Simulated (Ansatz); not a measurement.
**Palladium, hcp under PBEsol: from relaxation to bulk modulus**

What does PBEsol give for palladium in the hcp structure? We relax it, solve it on a dense k-mesh, then scale the cell to 7 volumes from 88 to 112 % of the relaxed one and try a fit of the equation of state. The start is ferromagnetic. The k-meshes are 13×13×7 for the relaxation; 22×22×11 for the dense run; 15×15×8 for the volumes.

This is Pd in the hcp structure; at room conditions it is fcc.

Method: DFT PBEsol, plane waves (420 eV) with PAW, scalar-relativistic; PAW files made under PBE, frozen cores solved again for the functional, in Ansatz 0.2.0.

### 1 The structure to begin with

The structure is hexagonal, space group P6_3/mmc (No. 194). The conventional cell has a = 2.751 Å, b = 2.751 Å, c = 4.492 Å, α = 90.00°, β = 90.00°, γ = 120.00°. Pd (site symmetry -6m2) is surrounded by 12 Pd at 2.75 Å.

Coordinates:

```xyz
2
Lattice="2.7505 0.0000 0.0000 -1.3753 2.3820 0.0000 0.0000 0.0000 4.4916" Properties=species:S:1:pos:R:3 pbc="T T T"
Pd    0.0000    1.5880    1.1229
Pd    1.3753    0.7940    3.3687
```

The atoms start with moments of +0.5 ×2 μB.

### 2 Geometry optimisation

input.yaml

```yaml
crystal:
  lattice:
    - [2.7505001182, 0.0, 0.0]
    - [-1.3752500591, 2.3820029755, 0.0]
    - [0.0, 0.0, 4.4915666931]
  atoms:
    - { symbol: Pd, position: [0.3333333333, 0.6666666667, 0.25], spin: 0.5 }
    - { symbol: Pd, position: [0.6666666667, 0.3333333333, 0.75], spin: 0.5 }
hamiltonian:
  xc: pbesol
  pseudopotentials:
    kind: paw
    azcp:
      Pd: "pseudopotentials/Pd.paw.azcp"
basis:
  ecutwfc: 420
  fft_grid_basis: typed
kpoints:
  mp_grid: { grid: [13, 13, 7], shift: [0, 0, 0] }
magnetization:
  spin_polarized: true
scf:
  occupations: { method: fermi_dirac, width: 0.05 }
relax:
  max_steps: 60
  f_tol: 0.01
  cell: {}
```

Started as:

```console
ansatz run input.yaml --threads 2 --pin off --max-ram 5120MiB --backend cpu --events-out ev --progress --plain --runs-dir out
```

Further steps of the session: Single point on a dense mesh; The cell scaled to 88 % of its volume; The cell scaled to 92 % of its volume; The cell scaled to 96 % of its volume; The cell scaled to 100 % of its volume; The cell scaled to 104 % of its volume; The cell scaled to 108 % of its volume; The cell scaled to 112 % of its volume.

Before running it: what results should come out? Wanted: space group; conventional cell; volume; shortest distance; gap on the mesh; magnetic state; relative to fcc.

**Answer**, as computed:

```
                      quantity                                   value
space group (spins left aside)                      P6_3/mmc (No. 194)
             conventional cell  a = 2.717 Å, c = 4.573 Å (c/a = 1.683)
                        volume                          14.618 Å³/atom
             shortest distance                                 2.717 Å
               gap on the mesh            none (levels filled in part)
                magnetic state                            non-magnetic
               relative to fcc                            +41 meV/atom
```

In words: The relaxation shrank the cell by 0.7 % in volume. It lies 41 meV/atom above the element's reference form at the same level (fcc, from a run of its own). The moments die out: the run ends non-magnetic. Levels at the Fermi energy are filled in part, as in a metal. The symmetry was held, so the structure may be unstable against distortions that break it.
